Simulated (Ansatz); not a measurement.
**CAM-B3LYP/cc-pVDZ run of C2H7NSi (SMILES C=C[SiH2]N)**

What is the energy change on altering one bond length of C2H7NSi at CAM-B3LYP/cc-pVDZ? 

Program for the calculation: Ansatz 0.2.0.

62 further runs of the same task are left out: 62 set aside as unsound or not needed.

## Step 1: The molecule

The species is C2H7NSi (11 atoms), meant as a singlet with charge 0. SMILES: `C=C[SiH2]N`. Geometry: relaxed at PBE0-D4/def2-TZVP. This is one conformer, not always the lowest.

Bond lengths: C1–C2 1.330 Å, C2–Si3 1.865 Å, Si3–N4 1.715 Å, C1–H5 1.087 Å, C1–H6 1.087 Å, C2–H7 1.091 Å, Si3–H8 1.488 Å, Si3–H9 1.488 Å, N4–H10 1.006 Å, N4–H11 1.006 Å. Some angles: C1–C2–Si3 123.1°, C2–Si3–N4 114.9°, C1–C2–H7 118.1°, Si3–C2–H7 118.8°, C2–C1–H5 122.6°, C2–C1–H6 121.2°, C2–Si3–H8 108.4°, C2–Si3–H9 108.4°, N4–Si3–H8 107.9°, N4–Si3–H9 108.0°.

## Step 2: The energy at CAM-B3LYP/cc-pVDZ

Contents of molecule.yaml:

```yaml
crystal:
  periodic: [false, false, false]
  atoms:
    - {symbol: C, position_ang: [-0.676100, 1.337000, -0.945000]}
    - {symbol: C, position_ang: [0.089300, 1.208600, 0.135100]}
    - {symbol: Si, position_ang: [0.596500, -0.444500, 0.832600]}
    - {symbol: "N", position_ang: [0.002900, -1.803700, -0.028600]}
    - {symbol: H, position_ang: [-0.967100, 2.304600, -1.344700]}
    - {symbol: H, position_ang: [-1.046800, 0.465600, -1.479100]}
    - {symbol: H, position_ang: [0.433000, 2.116700, 0.631600]}
    - {symbol: H, position_ang: [0.099500, -0.536600, 2.232600]}
    - {symbol: H, position_ang: [2.083200, -0.516700, 0.836000]}
    - {symbol: H, position_ang: [0.404900, -2.086000, -0.906300]}
    - {symbol: H, position_ang: [-0.953800, -2.102100, 0.056300]}
basis:
  gaussian:
    orbitals: cc-pVDZ
hamiltonian:
  xc: {name: CAM-B3LYP}
accuracy: high
output:
  orbitals: {seedname: orbitals}
```

On the command line:

```sh
$ ansatz run molecule.yaml --threads 1 --pin off --max-ram 3480MiB --events-out events.jsonl --progress --plain --runs-dir runs
```

Log:

```text
Warning: RAYON_NUM_THREADS=1 ignored (pool sized by the plan → 1); use --threads N
Functional definition: CAM-B3LYP
  name "CAM-B3LYP"
  parameter alpha = 0.19
  parameter beta = 0.46
  parameter omega = 0.33/bohr
  parameter ac = 0.81
  exchange = (1 - alpha - beta)*b88_x + beta*b88_x_sr(omega) + alpha*exact_x + beta*exact_x_lr(omega)
  correlation = (1 - ac)*vwn5_c + ac*lyp_c
2292 factors; integrals over basis functions are off by at most 3.8e-9 eV
464 factors; integrals over basis functions are off by at most 2.4e-9 eV
mean field evaluation 1: about -11547.1499 eV, gradient 5.4e1 eV
mean field evaluation 2: about -11546.9708 eV, gradient 5.5e1 eV
mean field evaluation 4: about -11553.4507 eV, gradient 1.9e0 eV
mean field evaluation 8: about -11553.6255 eV, gradient 1.1e-1 eV
mean field evaluation 16: about -11553.6255 eV, gradient 2.5e-5 eV
mean field -11553.62549985 eV, -424.5879057909 hartree, gradient 7.0e-8 eV, S^2 0.000000; 0 other end points of the search recorded, 0 dependent functions left out
reference -11553.62552132 eV, -424.5879065799 hartree; 20, 20 occupied and 75, 75 virtual orbitals, 2292 factors
Total energy: -11553.62552132 eV, -424.5879065799 hartree
```

It took 9 s on 1 thread of Arm Neoverse V2, shared host; peak memory 0.38 GiB.

## Step 3: The distorted shape at the same level

Contents of molecule.yaml:

```yaml
crystal:
  periodic: [false, false, false]
  atoms:
    - {symbol: C, position_ang: [-0.389062, 1.426529, -0.970473]}
    - {symbol: C, position_ang: [0.376338, 1.298129, 0.109627]}
    - {symbol: Si, position_ang: [0.883538, -0.354971, 0.807127]}
    - {symbol: N, position_ang: [0.289938, -1.714171, -0.054073]}
    - {symbol: H, position_ang: [-0.680062, 2.394129, -1.370173]}
    - {symbol: H, position_ang: [-0.759762, 0.555129, -1.504573]}
    - {symbol: H, position_ang: [0.720038, 2.206229, 0.606127]}
    - {symbol: H, position_ang: [0.386538, -0.447071, 2.207127]}
    - {symbol: H, position_ang: [2.370238, -0.427171, 0.810527]}
    - {symbol: H, position_ang: [0.691938, -1.996471, -0.931773]}
    - {symbol: H, position_ang: [-0.953800, -2.102100, 0.056300]}
basis:
  gaussian:
    orbitals: cc-pVDZ
total_charge: 0
hamiltonian:
  xc: {name: CAM-B3LYP}
accuracy: high
output: {orbitals: {seedname: orbitals}}
```

On the command line:

```sh
$ ansatz run molecule.yaml --threads 1 --pin off --max-ram 3480MiB --events-out events.jsonl --progress --plain --runs-dir runs
```

Log, shortened:

```text
Warning: RAYON_NUM_THREADS=1 ignored (pool sized by the plan → 1); use --threads N
[... 8 set-up lines as earlier in the session ...]
2298 factors; integrals over basis functions are off by at most 3.7e-9 eV
470 factors; integrals over basis functions are off by at most 2.2e-9 eV
mean field evaluation 1: about -11545.9225 eV, gradient 5.3e1 eV
mean field evaluation 2: about -11544.7514 eV, gradient 5.8e1 eV
mean field evaluation 4: about -11552.3189 eV, gradient 2.0e0 eV
mean field evaluation 8: about -11552.4844 eV, gradient 1.5e-1 eV
mean field evaluation 16: about -11552.4844 eV, gradient 3.8e-5 eV
mean field -11552.48442422 eV, -424.5459720348 hartree, gradient 5.2e-8 eV, S^2 0.000000; 0 other end points of the search recorded, 0 dependent functions left out
reference -11552.48444634 eV, -424.5459728479 hartree; 20, 20 occupied and 75, 75 virtual orbitals, 2298 factors
Total energy: -11552.48444634 eV, -424.5459728479 hartree
```

Run time: 9.3 s. Hardware: 1 thread of Arm Neoverse V2, shared host; peak memory 0.38 GiB.

## Step 4: Summary of results

At CAM-B3LYP/cc-pVDZ:

| quantity | value |
| --- | --- |
| first shape: total energy | -424.58791 Eh |
| first shape: HOMO energy | -8.47 eV |
| first shape: LUMO energy | 1.34 eV |
| first shape: HOMO–LUMO gap | 9.81 eV |
| distorted shape: total energy | -424.54597 Eh |
| distorted shape: HOMO energy | -8.36 eV |
| distorted shape: LUMO energy | 1.19 eV |
| distorted shape: HOMO–LUMO gap | 9.55 eV |
| energy change with the N4–H11 bond stretched from 1.006 to 1.307 Å | 1.141 eV |

**Reading.** With the N4–H11 bond stretched from 1.006 to 1.307 Å the energy rises by 1.14 eV (26 kcal/mol). The first shape isn't relaxed at this level, so the change isn't measured from a minimum.
